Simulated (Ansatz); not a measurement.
## GeH₄OSSi, SMILES [OH][GeH]1[SiH2][S]1: a rigid scan of one bond angle, step by step

Program: Ansatz 0.2.0 through its Python package.

Interactive session:
```pycon
>>> import ansatz as az
>>> from ase import Atoms
>>> BASIS = "def2-SVP"
>>> FUNCTIONAL = "r2scan0"
>>> FORCE_TOL = 0.02
>>> atoms = Atoms(["O", "Ge", "Si", "S", "H", "H", "H", "H"], positions=[
...     (-0.0192, 1.7417, -1.0447),
...     (-0.4179, 0.6746, 0.3024),
...     (0.8244, -1.2274, 0.2802),
...     (-1.0666, -1.2947, -0.4652),
...     (-0.9465, 1.9315, -1.5002),
...     (-1.2336, 1.2002, 1.5162),
...     (1.9082, -1.2505, -0.7568),
...     (1.0434, -1.8325, 1.6123),
... ])
>>> first = az.Crystal.molecule_from_ase(atoms).calculation()
>>> first = first.basis(gaussian=BASIS)
>>> first = first.functional(FUNCTIONAL)
>>> first = first.relax(force_tolerance=FORCE_TOL, max_steps=80)
>>> atoms.positions = first.run().report["positions_ang"]
>>> rows = []
>>> for angle in [85, 95, 105, 115, 125, 140, 160]:
...     bent = atoms.copy()
...     bent.set_angle(1, 0, 4, angle, indices=[4])
...     calculation = (
...         az.Crystal.molecule_from_ase(bent).calculation()
...         .basis(gaussian=BASIS)
...         .functional(FUNCTIONAL)
...     )
...     rows.append((angle, calculation.run().report["free_energy_ev"]))
...
>>> floor = min(e for _, e in rows)
>>> for angle, e in rows:
...     print(f"angle Ge1-O0-H4 = {angle:3d} deg   {1000 * (e - floor):9.1f} meV")
...
angle Ge1-O0-H4 =  85 deg       408.9 meV
angle Ge1-O0-H4 =  95 deg       154.8 meV
angle Ge1-O0-H4 = 105 deg        28.3 meV
angle Ge1-O0-H4 = 115 deg         0.0 meV
angle Ge1-O0-H4 = 125 deg        45.0 meV
angle Ge1-O0-H4 = 140 deg       197.5 meV
angle Ge1-O0-H4 = 160 deg       432.9 meV
```

The scan is rigid, and the energies are electronic, in a modest basis. The zero is the lowest point of the grid, which needn't be the minimum. The whole script took 2.4 min on 1 thread of Arm Neoverse V1, on a shared host, peak memory 0.33 GiB.
